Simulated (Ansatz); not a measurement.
# HfS5: one candidate of a structure search

The task: take a trial cell of HfS5 to zero force and stress.

Method: DFT PBE, scalar-relativistic, plane waves, PAW, in Ansatz 0.2.0.

### 1 Starting point

It takes space group Cmmm (No. 65, orthorhombic). The conventional cell has a = 6.937 Å, b = 8.948 Å, c = 5.408 Å, α = 90.00°, β = 90.00°, γ = 90.00°. Around Hf (site symmetry mmm) lie 2 S at 1.84 Å. S (site symmetry mm2) has 3 S at 1.72 to 1.92 Å and 1 Hf at 1.84 Å as nearest neighbours. S (site symmetry 2mm) is surrounded by 3 S at 1.76 to 1.92 Å. Around S (site symmetry mmm) lie 2 S at 1.76 Å.

As a file:

```cif
data_structure
_symmetry_space_group_name_H-M 'Cmmm'
_symmetry_Int_Tables_number 65
_cell_length_a 6.9367
_cell_length_b 8.9479
_cell_length_c 5.4083
_cell_angle_alpha 90.000
_cell_angle_beta 90.000
_cell_angle_gamma 90.000
_cell_volume 335.69
loop_
_atom_site_label
_atom_site_type_symbol
_atom_site_symmetry_multiplicity
_atom_site_Wyckoff_symbol
_atom_site_fract_x
_atom_site_fract_y
_atom_site_fract_z
_atom_site_occupancy
Hf1 Hf 2 c 0.50000 0.00000 0.50000 1
S1 S 4 l 0.50000 0.00000 0.84065 1
S2 S 4 g 0.25338 0.00000 0.00000 1
S3 S 2 a 0.00000 0.00000 0.00000 1
```

The cell is invented: random cell by space group and Wyckoff sites (Cmmm, No. 65). The dimensions are guesses.

### 2 Probe: one point on a coarse mesh

Input file input.yaml:

```yaml
crystal:
  lattice:
    - [3.46834587, -4.47395358, 0.0]
    - [3.46834587, 4.47395358, 0.0]
    - [0.0, 0.0, 5.40834113]
  atoms:
    - { symbol: Hf, position: [0.5, 0.5, 0.5] }
    - { symbol: S, position: [0.5, 0.5, 0.84064685] }
    - { symbol: S, position: [0.5, 0.5, 0.15935315] }
    - { symbol: S, position: [0.25338197, 0.25338197, 0.0] }
    - { symbol: S, position: [0.74661803, 0.74661803, 0.0] }
    - { symbol: S, position: [0.0, 0.0, 0.0] }
basis:
  ecutwfc: 420
kpoints:
  mp_grid: { grid: [4, 4, 4] }
hamiltonian:
  xc: pbe
scf:
  occupations: { method: gaussian, width: 0.1 }
  lower_state_search: "off"
output:
  forces: true
  stress: true
  eigenvalues: true
```

Command:

```
ansatz run input.yaml --threads 1 --pin off --max-ram 2560MiB --backend cpu --events-out ev --progress --plain --runs-dir out
```

Further runs follow: coarse relaxation; full relaxation.

What does the calculation give? Wanted: conventional cell; volume; energy over the elements; gap on the mesh.

**Answer**, as computed:

| quantity | value |
| --- | --- |
| symmetry at the end (tolerance 0.05 Å) | space group Cmmm (No. 65) |
| conventional cell | a = 6.309 Å, b = 8.144 Å, c = 8.135 Å, α = 90.00°, β = 90.00°, γ = 90.00° |
| volume | 34.83 Å³/atom |
| energy over the elements | +0.75 eV/atom |
| gap on the mesh | none (metal) |

What this shows: The space group Cmmm (No. 65) is kept, and the volume per atom grows by 24.5 % from the first guess. The formation energy is positive, so the separate elements lie lower. No finished test with a distortion of lower symmetry is shown, so the end may be a saddle point. Spin-orbit coupling is left out for Hf.
